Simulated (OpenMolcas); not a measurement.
**Cu⁺: CASSCF and CASPT2 terms and fine-structure levels**

Which level of Cu⁺ lies lowest, and where do the others fall? The reference wave functions come first, then spin-orbit coupling, then second-order correlation under several settings.

Program: OpenMolcas 26.06. Level of theory: state-averaged CASSCF and CASPT2, spin-orbit coupling by RASSI with atomic mean-field integrals. These are calculated values, not measurements, unless marked.

### Step 1. The atom as given

| Quantity | Value |
| --- | --- |
| Species | Cu⁺ (copper, Z = 29, 28 electrons) |
| Basis | ANO-RCC-VDZP [5s4p2d1f], 34 functions |
| Scalar Hamiltonian | DKH2, point nucleus |
| Inactive shells | 1s 2s 2p 3s 3p |
| Active space | 10 electrons in 6 orbitals (3d 4s) |
| Some configurations of this space | 3d⁸ 4s², 3d⁹ 4s, 3d¹⁰ |
| Orbitals | optimised for the ground-state spin in each parity, averaged over the low roots |

The outer shells:

3d8 4s2
```
3d [↑↓][↑↓][↑↓][↑ ][↑ ]
4s [↑↓]
```

3d9 4s
```
3d [↑↓][↑↓][↑↓][↑↓][↑ ]
4s [↑ ]
```

3d10
```
3d [↑↓][↑↓][↑↓][↑↓][↑↓]
```

The work runs as a chain of OpenMolcas steps in one folder; each step below is one input file. Labels, J, g values, rates, χT and fits are worked out afterwards by a script from the matrices that RASSI stores.

### Step 2. Basis and integrals

Input file a.inp:

```
&GATEWAY
Coord
1

Cu 0.0 0.0 0.0
Basis=ANO-RCC-VDZP
Group=XYZ
NoMove
AngMom=0.0 0.0 0.0
AMFI
&SEWARD
```

Command:

```bash
$ OMP_NUM_THREADS=1 MOLCAS_MEM=1689 MOLCAS_PROJECT=a pymolcas a.inp > a.log
```

### Step 3. CASSCF: singlets of even parity, 5 roots

Input file a.inp:

```
&RASSCF
FileOrb=start.orb
Symmetry=1
Spin=1
nActEl=10 0 0
Inactive=3 6
Ras2=6 0
CIRoot=5 5 1
SDav=21
CIMx=300
Iter=120 100
PrWF=0.3
OrbListing=Nothing
MaxOrb=0
Atom
>>> COPY $Project.JobIph JOB001
```

start.orb holds the contracted functions of the basis, ordered by shell, or the orbitals of the step before.

### Step 4. CASSCF: triplets of even parity, 15 roots

Input file a.inp:

```
&RASSCF
FileOrb=start.orb
Symmetry=1
Spin=3
nActEl=10 0 0
Inactive=3 6
Ras2=6 0
CIRoot=15 15 1
SDav=15
CIMx=300
Iter=120 100
PrWF=0.3
OrbListing=Nothing
MaxOrb=0
Atom
CIOnly
>>> COPY $Project.JobIph JOB002
```

### Step 5. State interaction with spin-orbit coupling

Input file a.inp:

```
&RASSI
NrOfJobIphs=2 5 5
1 2 3 4 5
1 2 3 4 5
IphNames
JOB001
JOB002
EJob
SpinOrbit
DIPRint=1.0
SOCoupling=1000.0
Subsets=2
MEES
Property=10
'ANGMOM' 1 'ANGMOM' 2 'ANGMOM' 3 'MLTPL  1' 1 'MLTPL  1' 2 'MLTPL  1' 3
'AMFI' 1 'AMFI' 2 'AMFI' 3 'MLTPL  2' 6
SOProperty=3
'ANGMOM' 1 'ANGMOM' 2 'ANGMOM' 3
```

### Step 6. CASPT2: IPEA 0.25, imaginary shift 0.1 (closed shells correlated: 3s 3p)

Input file a.inp:

```
>>> COPY JOB001 $Project.JobIph
&CASPT2
Multistate=5 1 2 3 4 5
Frozen=2 3
IPEA=0.25
Imaginary=0.1
MaxIter=60
WThr=0.0 0.3 0.05
PrWF=0.5
NoMix
>>> COPY JOB002 $Project.JobIph
&CASPT2
Multistate=5 1 2 3 4 5
Frozen=2 3
IPEA=0.25
Imaginary=0.1
MaxIter=60
WThr=0.0 0.3 0.05
PrWF=0.5
NoMix
```

### Step 7. CASPT2: IPEA 0.25, imaginary shift 0.3 (closed shells correlated: 3s 3p)

a.inp, as its differences from that of step 6:

```diff
@@ -5,3 +5,3 @@
 IPEA=0.25
-Imaginary=0.1
+Imaginary=0.3
 MaxIter=60
@@ -15,3 +15,3 @@
 IPEA=0.25
-Imaginary=0.1
+Imaginary=0.3
 MaxIter=60
```

(Steps that only read results are left out.)

Q: Predict the outcome of this session. Wanted: lowest level; first excited level; lowest level of another term; spin-orbit lowering of the lowest level; strongest of the lines computed, by gA.

**Answer**, as computed:

```
                                                                                      quantity                                                                        value
                                                                                        method  SS-CASPT2, IPEA 0.25, imaginary shift 0.1 (closed shells correlated: 3s 3p)
                                                                                  lowest level                                    3d⁹ 4s ³D₃, 100 % of that term, g = 1.334
                                                                   ground level listed by NIST                                                                          1S0
                                                                           first excited level                                                       3d⁹ 4s ³D₂ at 936 cm⁻¹
                                                                  lowest level of another term                                                      3d⁹ 4s ¹D₂ at 4550 cm⁻¹
                                                       spin-orbit lowering of the lowest level                                                                     836 cm⁻¹
strongest of the lines computed, by gA (one parity, so forbidden lines), at SS-CASPT2 energies                           3d⁹ 4s ¹D₂ → 3d⁹ 4s ³D₃, 2198 nm, A = 2.10e-01 s⁻¹
```

Cost and accuracy by method:

```
                                              method  time of its own steps  time with the reference  mean absolute difference from method B (cm-1)
                                           A. CASSCF                   18 s                     18 s                                            140
B. SS-CASPT2, IPEA 0.25, imaginary shift 0.1, +3s 3p                  1.9 s                     20 s                                              0
C. SS-CASPT2, IPEA 0.25, imaginary shift 0.3, +3s 3p                  1.9 s                     20 s                                           0.94
```

Times are of one thread on a shared host.

In words: The multiplet ³D is inverted; its intervals divided by the larger J differ by 60 % of their mean, where Landé's rule for pure LS coupling makes them equal. Second-order correlation (method B) scales the levels of the lowest configuration above 5000 cm⁻¹ by 0.90. Only the configurations of the active space and the roots asked for are present. The ground level that NIST lists is not among them. The triplets rest on orbitals optimised for another spin in at least one step, which raises them against the optimised states. Not all states of the active space went into the spin-orbit step. CASPT2 does not keep the components of a term degenerate, and the means are used. Configurations with different d counts are hard to place against each other, and can be off by thousands to tens of thousands of cm-1. The lowest computed level is not the ground level that NIST lists (1S0). Levels of other configurations are missing from the list.
